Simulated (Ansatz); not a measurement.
**LuHg: response to strain**

Aim: deform LuHg (equal xx and yy strain of +2 %) and compute stress, forces and field gradients with LAPW, PAW and all-electron datasets made for the crystal.

Program: Ansatz 0.2.0. Level of theory: DFT LDA, scalar-relativistic. These are calculated values, not measurements.

**1. Starting point**

It takes space group Pm-3m (No. 221, cubic). The conventional cell has a = 3.607 Å, b = 3.607 Å, c = 3.607 Å, α = 90.00°, β = 90.00°, γ = 90.00°. Lu (site symmetry m-3m) is surrounded by 8 Hg at 3.12 Å. Around Hg (site symmetry m-3m) lie 8 Lu at 3.12 Å.

Coordinates:

```xyz
2
Lattice="3.6070 0.0000 0.0000 0.0000 3.6070 0.0000 0.0000 0.0000 3.6070" Properties=species:S:1:pos:R:3 pbc="T T T"
Lu    1.8035    1.8035    1.8035
Hg    0.0000    0.0000    0.0000
```

Atoms are numbered in the order of the input: Lu1, Hg2.

**2. The deformed structure**

Space group Pm-3m before, P4/mmm after.

**3. LAPW, all electrons**

Contents of input.yaml:

```yaml
crystal:
  lattice:
    - [3.67914, 0.0, 0.0]
    - [0.0, 3.67914, 0.0]
    - [0.0, 0.0, 3.607]
  atoms:
    - { symbol: Lu, position: [0.5, 0.5, 0.5] }
    - { symbol: Hg, position: [0.0, 0.0, 0.0] }
kpoints:
  mp_grid: { grid: [10, 10, 10] }
  band_path:
    path:
      - [0.0, 0.0, 0.0]
      - [0.0, 0.5, 0.0]
      - [0.5, 0.5, 0.0]
      - [0.0, 0.0, 0.0]
      - [0.0, 0.0, 0.5]
      - [0.0, 0.5, 0.5]
      - [0.5, 0.5, 0.5]
      - [0.0, 0.0, 0.5]
      - [0.0, 0.5, 0.0]
    npoints: 5
scf:
  occupations: { method: fermi_dirac, width: 0.05 }
hamiltonian:
  xc: lda
  pseudopotentials: { kind: all_electron, lapw: { basis_error: 0.00025 } }
output:
  forces: true
  stress: true
  eigenvalues: true
```

The run is started by

```sh
$ ansatz run input.yaml --threads 1 --pin off --max-ram 3072MiB --backend cpu --events-out ev --progress --plain --runs-dir out
```

**4. PAW on the default files**

Contents of input.yaml:

```yaml
crystal:
  lattice:
    - [3.67914, 0.0, 0.0]
    - [0.0, 3.67914, 0.0]
    - [0.0, 0.0, 3.607]
  atoms:
    - { symbol: Lu, position: [0.5, 0.5, 0.5] }
    - { symbol: Hg, position: [0.0, 0.0, 0.0] }
kpoints:
  mp_grid: { grid: [10, 10, 10] }
scf:
  occupations: { method: fermi_dirac, width: 0.05 }
hamiltonian:
  xc: lda
  pseudopotentials: { kind: paw }
output:
  forces: true
  stress: true
  eigenvalues: true
  efg: { contact_densities: true }
  write_density: true
  write_potential: true
  elf: true
  volumetric_format: npy
```

**5. Datasets made for this crystal**

Changes to input.yaml since step 4:

```diff
@@ -14,3 +14,3 @@
   xc: lda
-  pseudopotentials: { kind: paw }
+  pseudopotentials: { kind: all_electron, datasets: crystal }
 output:
@@ -20,5 +20 @@
   efg: { contact_densities: true }
-  write_density: true
-  write_potential: true
-  elf: true
-  volumetric_format: npy
```

(Steps that only read results are left out.)

What does the calculation give? Wanted: pressure; largest shear or deviatoric stress.

**Answer**, as computed:

| quantity | value |
| --- | --- |
| pressure | LAPW -6.69, PAW -6.69, crystal datasets -6.69 GPa |
| largest shear or deviatoric stress (LAPW) | 0.60 GPa |

**Reading.** The largest part of the stress beyond the pressure is 0.60 GPa in size, in the zz component; the atoms are carried along and not relaxed. No run of the undeformed cell stands beside it, so the pressure holds what the given cell had before the change. PAW: stress within 0.01 GPa of LAPW. Crystal datasets: stress within 0.01 GPa of LAPW. Spin-orbit coupling is left out, though the cell holds Hg; in elements this heavy it can shift bands and gaps by tenths of an eV.
